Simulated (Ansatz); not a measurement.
# C4H7N (isobutyronitrile), step by step

Aim: a series of 46 runs (B3LYP/x2c-SV(P)all, UB3LYP/x2c-SV(P)all, B3LYP/x2c-SVPall, UB3LYP/x2c-SVPall, B3LYP/x2c-TZVPall, UB3LYP/x2c-TZVPall, B3LYP/x2c-TZVPPall, UB3LYP/x2c-TZVPPall, and more) of C4H7N and its partners. The setting varied is the number of roots, lower state search. 

The results are computed with Ansatz 0.2.0.

**1. The structure to begin with**

C4H7N: 12 atoms, total charge 0, spin state singlet. As SMILES, `CC(C)C#N`. Geometry: relaxed at PBE0-D4/def2-TZVP.

Bond lengths: C1–C2 1.528 Å, C2–C3 1.528 Å, C2–C4 1.460 Å, C4–N5 1.150 Å, C1–H6 1.091 Å, C1–H7 1.092 Å, C1–H8 1.092 Å, C2–H9 1.096 Å, C3–H10 1.091 Å, C3–H11 1.092 Å, C3–H12 1.092 Å. Some angles: C1–C2–C3 112.2°, C1–C2–C4 110.3°, C3–C2–C4 110.3°, C2–C4–N5 179.2°, C1–C2–H9 108.7°, C3–C2–H9 108.7°, C4–C2–H9 106.3°, C2–C1–H6 111.4°, C2–C1–H7 110.6°, C2–C1–H8 109.6°.

**2. The energy at B3LYP/x2c-SV(P)all (sfX2C, start density atoms) (run 1)**

run.yaml

```yaml
crystal:
  periodic: [false, false, false]
  atoms:
    - {symbol: C, position_ang: [-1.266550, -0.393560, 0.277510]}
    - {symbol: C, position_ang: [0.045760, 0.387360, 0.235260]}
    - {symbol: C, position_ang: [1.251110, -0.520360, -0.003190]}
    - {symbol: C, position_ang: [-0.015850, 1.428360, -0.787160]}
    - {symbol: N, position_ang: [-0.066070, 2.237360, -1.602820]}
    - {symbol: H, position_ang: [-2.115730, 0.265430, 0.461890]}
    - {symbol: H, position_ang: [-1.435360, -0.912620, -0.667970]}
    - {symbol: H, position_ang: [-1.224440, -1.137380, 1.075430]}
    - {symbol: H, position_ang: [0.178560, 0.904570, 1.192390]}
    - {symbol: H, position_ang: [2.181120, 0.049080, -0.017330]}
    - {symbol: H, position_ang: [1.155640, -1.043240, -0.956770]}
    - {symbol: H, position_ang: [1.311810, -1.265000, 0.792760]}
basis:
  gaussian:
    orbitals: x2c-SV_P_all.json
hamiltonian:
  xc: {name: B3LYP}
```

The basis set x2c-SV(P)all is read from a file made from the Basis Set Exchange's data (not shown).

The run is started by

```sh
$ ansatz run run.yaml --threads 1 --pin off --max-ram 3480MiB --events-out events.jsonl --progress --plain --runs-dir runs
```

The program printed:

```text
Warning: RAYON_NUM_THREADS=1 ignored (pool sized by the plan → 1); use --threads N
Functional definition: B3LYP
  name "B3LYP"
  parameter a0 = 0.2
  parameter ax = 0.72
  parameter ac = 0.81
  exchange = (1 - a0 - ax)*slater_x + ax*b88_x + a0*exact_x
  correlation = (1 - ac)*vwn_rpa_c + ac*lyp_c
944 factors; integrals over basis functions are off by at most 9.7e-4 eV
mean field evaluation 1: about -5740.8105 eV, gradient 6.0e1 eV
mean field evaluation 2: about -5736.0381 eV, gradient 7.5e1 eV
mean field evaluation 4: about -5749.3851 eV, gradient 3.8e0 eV
mean field evaluation 8: about -5749.6822 eV, gradient 1.7e-1 eV
mean field evaluation 16: about -5749.6823 eV, gradient 6.4e-5 eV
mean field -5749.68232912 eV, -211.2969283206 hartree, gradient 6.4e-5 eV, S^2 0.000000; 0 other end points of the search recorded, 0 dependent functions left out
reference -5749.68257431 eV, -211.2969373309 hartree; 19, 19 occupied and 65, 65 virtual orbitals, 944 factors
Total energy: -5749.68257431 eV, -211.2969373309 hartree
Relativity: scalar
```

Wall time 3.3 s (1 thread of Arm Neoverse V1, shared host); peak memory 0.15 GiB.

**3. The C atom: a single-point energy at UB3LYP/x2c-SV(P)all (sfX2C, start density atoms) (run 2)**

input.yaml

```yaml
crystal:
  periodic: [false, false, false]
  atoms:
    - {symbol: C, position_ang: [0.000000, 0.000000, 0.000000]}
basis:
  gaussian: {orbitals: x2c-SV_P_all.json}
magnetization: {spin_polarized: true, initial_magnetization: 2}
hamiltonian: {xc: {name: B3LYP}}
```

The basis set x2c-SV(P)all is read from a file made from the Basis Set Exchange's data (not shown).

The run is started by

```sh
$ ansatz run input.yaml --threads 1 --pin off --max-ram 3480MiB --events-out events.jsonl --progress --plain --runs-dir runs
```

The program printed:

```text
Warning: RAYON_NUM_THREADS=1 ignored (pool sized by the plan → 1); use --threads N
[... 7 set-up lines as earlier in the session ...]
73 factors; integrals over basis functions are off by at most 1.6e-4 eV
mean field evaluation 1: about -1029.3011 eV, gradient 3.7e0 eV
mean field evaluation 2: about -1029.3761 eV, gradient 1.2e0 eV
mean field evaluation 4: about -1029.3864 eV, gradient 2.7e-1 eV
mean field evaluation 8: about -1029.3870 eV, gradient 1.3e-5 eV
mean field -1029.38697365 eV, -37.8292735379 hartree, gradient 1.8e-5 eV, S^2 2.002643; 0 other end points of the search recorded, 0 dependent functions left out
reference -1029.38707471 eV, -37.8292772520 hartree; 4, 2 occupied and 10, 12 virtual orbitals, 73 factors
Total energy: -1029.38707471 eV, -37.8292772520 hartree
Relativity: scalar
```

It took 0.17 s on 1 thread of Arm Neoverse V1, shared host.

Runs 3 to 16 aren't shown in full; the table further down has their settings and results.

**4. A single-point energy at CASSCF(4,5)/cc-pVDZ (start density atoms) (run 17)**

run.yaml: that of step 2 with these lines changed.

```diff
@@ -7,3 +7,3 @@
     - {symbol: C, position_ang: [-0.015850, 1.428360, -0.787160]}
-    - {symbol: N, position_ang: [-0.066070, 2.237360, -1.602820]}
+    - {symbol: "N", position_ang: [-0.066070, 2.237360, -1.602820]}
     - {symbol: H, position_ang: [-2.115730, 0.265430, 0.461890]}
@@ -16,5 +16,4 @@
 basis:
-  gaussian:
-    orbitals: x2c-SV_P_all.json
-hamiltonian:
-  xc: {name: B3LYP}
+  gaussian: {orbitals: cc-pVDZ}
+correlation:
+  active_space: {window: {electrons: 4, orbitals: 5}, states: [{multiplicity: 1, weights: [1]}]}
```

The run is started by

```sh
$ ansatz run run.yaml --threads 1 --pin off --max-ram 3480MiB --events-out events.jsonl --progress --plain --runs-dir runs
```

The program printed:

```text
Warning: RAYON_NUM_THREADS=1 ignored (pool sized by the plan → 1); use --threads N
Functional definition: HF
  name "HF"
  exchange = exact_x
  correlation = 0
964 factors; integrals over basis functions are off by at most 1.1e-3 eV
mean field evaluation 1: about -5711.0339 eV, gradient 3.5e1 eV
mean field evaluation 2: about -5711.2754 eV, gradient 3.5e1 eV
mean field evaluation 4: about -5714.6550 eV, gradient 5.8e0 eV
mean field evaluation 8: about -5714.7600 eV, gradient 3.3e-1 eV
mean field -5714.76048137 eV, -210.0135740867 hartree, gradient 1.2e-6 eV, S^2 0.000000; 0 other end points of the search recorded, 0 dependent functions left out
reference -5714.76048137 eV, -210.0135740867 hartree; 19, 19 occupied and 86, 86 virtual orbitals, 964 factors
state -5716.95444230 eV, -210.0942006636 hartree
Total energy: -5716.95444230 eV, -210.0942006636 hartree
```

Wall time 32 s (1 thread of Arm Neoverse V1, shared host); peak memory 0.2 GiB.

Runs 18 to 45 aren't shown in full; the table further down has their settings and results.

**5. The N atom: the energy at UCCSD(T)/6-31G (start density atoms) (run 46)**

run.yaml

```yaml
crystal:
  periodic: [false, false, false]
  atoms:
    - {symbol: N, position_ang: [0.000000, 0.000000, 0.000000]}
basis:
  gaussian:
    orbitals: 6-31G
magnetization:
  spin_polarized: true
  initial_magnetization: 3
correlation:
  method: ccsd_t
  frozen_orbitals: {"N": 1}
scf:
  omitted_lower_state_checks: [cluster_reference, increment]
```

The run is started by

```sh
$ ansatz run run.yaml --threads 1 --pin off --max-ram 3480MiB --events-out events.jsonl --progress --plain --runs-dir runs
```

The program printed:

```text
Warning: RAYON_NUM_THREADS=1 ignored (pool sized by the plan → 1); use --threads N
[... 4 set-up lines as earlier in the session ...]
these checks for a lower state are left out or cut short: cluster_reference, increment
35 factors; integrals over basis functions are off by at most 1.8e-4 eV
mean field evaluation 1: about -1479.8024 eV, gradient 3.9e0 eV
mean field evaluation 2: about -1479.8047 eV, gradient 3.9e0 eV
mean field evaluation 4: about -1479.8913 eV, gradient 1.2e-1 eV
mean field evaluation 8: about -1479.8914 eV, gradient 7.3e-6 eV
mean field -1479.89143912 eV, -54.3850072813 hartree, gradient 7.3e-6 eV, S^2 3.754594; 0 other end points of the search recorded, 0 dependent functions left out
1 core orbitals not correlated: weight in the atoms' cores, before any rotation towards them, 1.000 or more for the frozen orbitals, at most 0.000 for the correlated occupied ones
reference -1479.89143912 eV, -54.3850072813 hartree; 4, 1 occupied and 4, 7 virtual orbitals, 35 factors
second order -0.72842619 eV of doubles, -0.00000000 eV of singles
cycle   1  -0.86828814 eV  change   -1.4e-1 eV  update   2.1e-2
cycle   2  -0.91751301 eV  change   -4.9e-2 eV  update   7.5e-3
cycle   3  -0.92089169 eV  change   -3.4e-3 eV  update   1.9e-3
cycle   4  -0.92136046 eV  change   -4.7e-4 eV  update   3.1e-4
cycle   5  -0.92130751 eV  change    5.3e-5 eV  update   6.5e-5
cycle   6  -0.92132332 eV  change   -1.6e-5 eV  update   5.8e-6
cycle   7  -0.92132105 eV  change    2.3e-6 eV  update   3.4e-7
perturbative correction -0.00431179 eV, -0.0001584553 hartree
Total energy: -1480.81707196 eV, -54.4190236608 hartree
Checks for a lower state left out: cluster_reference, increment
```

Wall time 0.16 s (1 thread of Arm Neoverse V1, shared host).

**6. All runs side by side**

```csv
run,level,number of roots,lower state search,partner,energy (Eh),wall time
1,"B3LYP/x2c-SV(P)all (sfX2C, start density atoms)",–,default,base,-211.296937,3.3 s
2,"UB3LYP/x2c-SV(P)all (sfX2C, start density atoms)",–,default,atoms,-37.829277,0.17 s
3,"UB3LYP/x2c-SV(P)all (sfX2C, start density atoms)",–,default,atoms,-0.501265,0.1 s
4,"UB3LYP/x2c-SV(P)all (sfX2C, start density atoms)",–,default,atoms,-54.567387,0.16 s
5,"B3LYP/x2c-SVPall (sfX2C, start density atoms)",–,default,base,-211.313488,3.6 s
6,"UB3LYP/x2c-SVPall (sfX2C, start density atoms)",–,default,atoms,-37.829277,0.16 s
7,"UB3LYP/x2c-SVPall (sfX2C, start density atoms)",–,default,atoms,-0.501265,0.1 s
8,"UB3LYP/x2c-SVPall (sfX2C, start density atoms)",–,default,atoms,-54.567387,0.18 s
9,"B3LYP/x2c-TZVPall (sfX2C, start density atoms)",–,default,base,-211.557131,7.8 s
10,"UB3LYP/x2c-TZVPall (sfX2C, start density atoms)",–,default,atoms,-37.874911,0.22 s
11,"UB3LYP/x2c-TZVPall (sfX2C, start density atoms)",–,default,atoms,-0.502162,0.1 s
12,"UB3LYP/x2c-TZVPall (sfX2C, start density atoms)",–,default,atoms,-54.633964,0.25 s
13,"B3LYP/x2c-TZVPPall (sfX2C, start density atoms)",–,default,base,-211.559774,10 s
14,"UB3LYP/x2c-TZVPPall (sfX2C, start density atoms)",–,default,atoms,-37.874911,0.22 s
15,"UB3LYP/x2c-TZVPPall (sfX2C, start density atoms)",–,default,atoms,-0.502162,0.1 s
16,"UB3LYP/x2c-TZVPPall (sfX2C, start density atoms)",–,default,atoms,-54.633964,0.22 s
17,"CASSCF(4,5)/cc-pVDZ (start density atoms)",1,default,base,-210.094201,32 s
18,"CASSCF(4,5)/cc-pVDZ (2 states averaged, start density atoms)",2,default,base,-209.922494 (average),30 s
19,"CASSCF(4,5)/cc-pVDZ (3 states averaged, start density atoms)",3,default,base,-209.858387 (average),20 s
20,"CASSCF(4,5)/cc-pVDZ (4 states averaged, start density atoms)",4,default,base,-209.826816 (average),17 s
21,"CASSCF(4,5)/cc-pVDZ (6 states averaged, start density atoms)",6,default,base,-209.761183 (average),13 s
22,"CASSCF(4,5)/cc-pVDZ (8 states averaged, start density atoms)",8,default,base,-209.691148 (average),29 s
23,MP2/pcseg-2 (start density atoms),–,off,base,-210.917418,9.3 s
24,UMP2/pcseg-2 (start density atoms),–,off,atoms,-37.753438,0.08 s
25,UHF/pcseg-2 (start density atoms),–,off,atoms,-0.499878,0.04 s
26,UMP2/pcseg-2 (start density atoms),–,off,atoms,-54.491738,0.08 s
27,MP2/pcseg-2 (start density atoms),–,light,base,-210.917418,13 s
28,UMP2/pcseg-2 (start density atoms),–,light,atoms,-37.753438,0.12 s
29,UHF/pcseg-2 (start density atoms),–,light,atoms,-0.499878,0.04 s
30,UMP2/pcseg-2 (start density atoms),–,light,atoms,-54.491738,0.08 s
31,MP2/pcseg-2 (start density atoms),–,standard,base,-210.917418,13 s
32,UMP2/pcseg-2 (start density atoms),–,standard,atoms,-37.753438,0.1 s
33,UHF/pcseg-2 (start density atoms),–,standard,atoms,-0.499878,0.04 s
34,UMP2/pcseg-2 (start density atoms),–,standard,atoms,-54.491738,0.08 s
35,MP2/6-31G (start density atoms),–,default,base,-210.380305,0.85 s
36,UMP2/6-31G (start density atoms),–,default,atoms,-37.701222,0.06 s
37,UHF/6-31G (start density atoms),–,default,atoms,-0.498233,0.04 s
38,UMP2/6-31G (start density atoms),–,default,atoms,-54.411776,0.04 s
39,CCSD/6-31G (start density atoms),–,default,base,-210.416702,2.3 s
40,UCCSD/6-31G (start density atoms),–,default,atoms,-37.714810,0.14 s
41,UHF/6-31G (start density atoms),–,default,atoms,-0.498233,0.04 s
42,UCCSD/6-31G (start density atoms),–,default,atoms,-54.418865,0.15 s
43,CCSD(T)/6-31G (start density atoms),–,default,base,-210.431266,3.3 s
44,UCCSD(T)/6-31G (start density atoms),–,default,atoms,-37.715144,0.14 s
45,UHF/6-31G (start density atoms),–,default,atoms,-0.498233,0.04 s
46,UCCSD(T)/6-31G (start density atoms),–,default,atoms,-54.419024,0.16 s
```

**7. Results**

| quantity | value |
| --- | --- |
| N atom, run 46: total energy | -54.41902 Eh |
| N atom, run 46: correlation energy (1 core orbital frozen) | -34.0 mEh |
| N atom, run 46: (T) correction | -0.16 mEh |
| N atom, run 46: ⟨S²⟩ of the reference determinant | 3.755 |
| N atom, run 46: T1 diagnostic | 0.004 |
| electronic atomisation energy, B3LYP/x2c-SV(P)all | 51.799 eV |
| electronic atomisation energy, B3LYP/x2c-SVPall | 52.250 eV |
| electronic atomisation energy, B3LYP/x2c-TZVPall | 51.930 eV |
| electronic atomisation energy, B3LYP/x2c-TZVPPall | 52.002 eV |

In words: At B3LYP/x2c-SV(P)all: taking the molecule apart into free atoms costs 51.80 eV (4998 kJ/mol), before zero-point energy and without spin-orbit coupling. At B3LYP/x2c-SVPall: taking the molecule apart into free atoms costs 52.25 eV (1205 kcal/mol), before zero-point energy and without spin-orbit coupling. At B3LYP/x2c-TZVPall: taking the molecule apart into free atoms costs 51.93 eV (5010 kJ/mol), before zero-point energy and without spin-orbit coupling. At B3LYP/x2c-TZVPPall: taking the molecule apart into free atoms costs 52.00 eV (5017 kJ/mol), before zero-point energy and without spin-orbit coupling. Rows marked as averages are means over several states, not the energy of one. All runs together took 3.5 min, the longest 32 s.
